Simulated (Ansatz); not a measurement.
**CHClNOSn radical: one species, many methods**

The task here is to estimate one member of a computed series from the others.

Method: functionals in def2-TZVPP, the program's frozen cores in correlated methods; program: Ansatz 0.2.0, Gaussian basis.

Levels to be run: LDA (SPW92), PBE-D4, revPBE-D4, BLYP-D4, r2SCAN-D4, B97M-V, PBE0-D4, B3LYP-D4, r2SCANh-D4, r2SCAN0-D4, HSE06-D4, BHLYP-D4, CAM-B3LYP-D4, LC-ωPBE, ωB97X-V, ωB97M-V, B2PLYP, PBE-QIDH; CCSD(T)/def2-SVP; CCSD(T)/def2-TZVPP; MP2/def2-QZVPP; extrapolation to the limit; RPA on PBE.

## The relaxed structure

An earlier PBE0-D4 in a triple-zeta def2 set relaxation fixed the geometry. Sn takes the def2 core potential; no spin-orbit term is included.

SMILES `O=C=[N][SnH][Cl]`, 6 atoms, charge 0, spin multiplicity 2.

Atoms are counted from 1 here; the program's logs count them from 0.

Bond lengths: O1–C2 1.165 Å, C2–N3 1.206 Å, N3–Sn4 2.026 Å, Sn4–Cl5 2.339 Å, Sn4–H6 1.730 Å. Angles: O1–C2–N3 176.5°, C2–N3–Sn4 136.5°, N3–Sn4–Cl5 104.8°, N3–Sn4–H6 103.8°, Cl5–Sn4–H6 107.7°.

The first run:

in.yaml reads:

```yaml
crystal:
  periodic: [false, false, false]
  atoms:
    - {symbol: O, position_ang: [1.189676, -2.268255, -1.255535]}
    - {symbol: C, position_ang: [0.629001, -1.544805, -0.535043]}
    - {symbol: N, position_ang: [0.009599, -0.852890, 0.234496]}
    - {symbol: Sn, position_ang: [0.023594, 1.091926, 0.800844]}
    - {symbol: Cl, position_ang: [-0.469906, 2.285466, -1.148784]}
    - {symbol: H, position_ang: [-1.339963, 1.224558, 1.857821]}
basis:
  gaussian: {orbitals: def2-TZVPP}
magnetization: {spin_polarized: true, initial_magnetization: 1}
hamiltonian: {xc: lda}
output: {orbitals: {seedname: orbitals}}
```

The run is started by

```console
$ ansatz run in.yaml --threads 4 --pin off --events-out ev --progress --plain --max-ram 10444MiB
```

Steps of the session up to this table: LDA; PBE-D4 (GGA); revPBE-D4 (GGA); BLYP-D4 (GGA); r2SCAN-D4 (meta-GGA); B97M-V (meta-GGA); PBE0-D4 (hybrid); B3LYP-D4 (hybrid); r2SCANh-D4 (hybrid); r2SCAN0-D4 (hybrid); HSE06-D4 (hybrid); BHLYP-D4 (hybrid); CAM-B3LYP-D4 (range-separated); LC-ωPBE (range-separated); ωB97X-V (range-separated); ωB97M-V (range-separated); B2PLYP (double hybrid); PBE-QIDH (double hybrid).

One of the session's tables, all rows but one given; the rest of the session is left out.

It belongs to the step «Frontier levels by functional». 

| functional | HOMO (eV) | LUMO (eV) | gap (eV) |
| --- | --- | --- | --- |
| LDA (SPW92) | -6.12 | -5.45 | 0.67 |
| PBE-D4 | -6.03 | -5.12 | 0.90 |
| revPBE-D4 | -5.99 | -5.01 | 0.98 |
| BLYP-D4 | -5.87 | -5.12 | 0.75 |
| r2SCAN-D4 | -6.43 | -4.89 | 1.53 |
| B97M-V | -6.22 | -5.24 | 0.98 |
| PBE0-D4 | -7.18 | -4.36 | 2.82 |
| B3LYP-D4 | -6.95 | -4.72 | 2.22 |
| r2SCANh-D4 | -6.85 | -4.61 | 2.24 |
| r2SCAN0-D4 | -7.48 | -4.17 | 3.31 |
| HSE06-D4 | -6.79 | -4.73 | 2.06 |
| BHLYP-D4 | -8.18 | -3.64 | 4.54 |
| CAM-B3LYP-D4 | -8.41 | -3.52 | 4.89 |
| LC-ωPBE | ? | ? | ? |
| ωB97X-V | -9.28 | -2.55 | 6.74 |
| ωB97M-V | -9.19 | -2.64 | 6.56 |

**Question.** Estimate the row for LC-ωPBE.

The run gave: HOMO (eV): -9.74; LUMO (eV): -2.17; gap (eV): 7.56. In the column «HOMO (eV)» it is the lowest.
